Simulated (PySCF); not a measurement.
**SiI⁺: changing the method**

Aim: see what other levels and later steps give for SiI⁺.

Computed with PySCF 2.14.0. Level: each script names its method and basis.

4 further runs of the same task are left out: 1 for a known fault of the program, 3 that didn't finish.

## Step 1: Where the work starts

SiI⁺: 2 atoms, charge 1, spin multiplicity 1.

Bond lengths: Si1–I2 2.399 Å.

## Step 2: The base run

Input file input.py:

```python
from pyscf import gto, scf

mol = gto.M(
    atom='Si 0 0 0; I 0 0 2.399',
    basis='crenbl',
    ecp={'Si': 'crenbl', 'I': 'crenbl'},
    charge=1,
    spin=0,
    verbose=4,
)
mf = scf.RHF(mol)
mf.kernel()
mf.dip_moment()
print('orbital energies (hartree):', mf.mo_energy[..., max(0, mol.nelec[1]-3):mol.nelec[0]+3].round(4))
```

Launch:

```sh
$ OMP_NUM_THREADS=1 python input.py
```

Its log is not repeated here.

In short: E(SCF) = -112.885307 Eh, 10 cycles.

The bond length is a typed value, not an optimised one. The dipole of an ion depends on the origin.

## Step 3: ROHF

Variant 1 changes SCF type: RHF → ROHF.

Input file input.py:

```python
from pyscf import gto, scf

mol = gto.M(
    atom='Si 0 0 0; I 0 0 2.399',
    basis='crenbl',
    ecp={'Si': 'crenbl', 'I': 'crenbl'},
    charge=1,
    spin=0,
    verbose=4,
)
mf = scf.ROHF(mol)
mf.kernel()
mf.dip_moment()
print('orbital energies (hartree):', mf.mo_energy[..., max(0, mol.nelec[1]-3):mol.nelec[0]+3].round(4))
```

Launch:

```sh
$ OMP_NUM_THREADS=1 python input.py
```

## Step 4: UHF

Variant 2 changes SCF type: RHF → UHF.

Input file input.py:

```python
from pyscf import gto, scf

mol = gto.M(
    atom='Si 0 0 0; I 0 0 2.399',
    basis='crenbl',
    ecp={'Si': 'crenbl', 'I': 'crenbl'},
    charge=1,
    spin=0,
    verbose=4,
)
mf = scf.UHF(mol)
mf.kernel()
mf.dip_moment()
print('orbital energies (hartree):', [e[max(0, n-3):n+3].round(4) for e, n in zip(mf.mo_energy, mol.nelec)])
```

## Step 5: CASSCF

Variant 3 changes step after the SCF: none → casscf; active space: none → 6 electrons in 5 orbitals.

Edit input.py of step 2 so:

```diff
@@ -1,2 +1,2 @@
-from pyscf import gto, scf
+from pyscf import gto, scf, mcscf
 
@@ -12,2 +12,5 @@
 mf.kernel()
+mc = mcscf.CASSCF(mf, 5, 6)
+mc.kernel()
+mc.analyze()
 mf.dip_moment()
```

Q: Predict the outcome of this session. Wanted: for each run, E(SCF); from base; gap; after the SCF.

The runs gave:

| run | E(SCF) (hartree) | from base (eV) | cycles | gap (eV) | after the SCF |
| --- | --- | --- | --- | --- | --- |
| base | -112.885307 | 0 | 10 | 9.99 | n/a |
| ROHF | -112.885307 | 0.0000 | 10 | n/a | n/a |
| UHF | -112.885307 | 0.0000 | 13 | 9.99 | n/a |
| CASSCF | -112.885307 | 0.0000 | 10 | 9.99 | CASSCF correlation -0.941 eV |

In words: No change of the SCF energy comes from ROHF or UHF. The base needs 10 cycles and the run with UHF needs 13. The dearest run is “CASSCF”, at 4 s against 0.86 s.
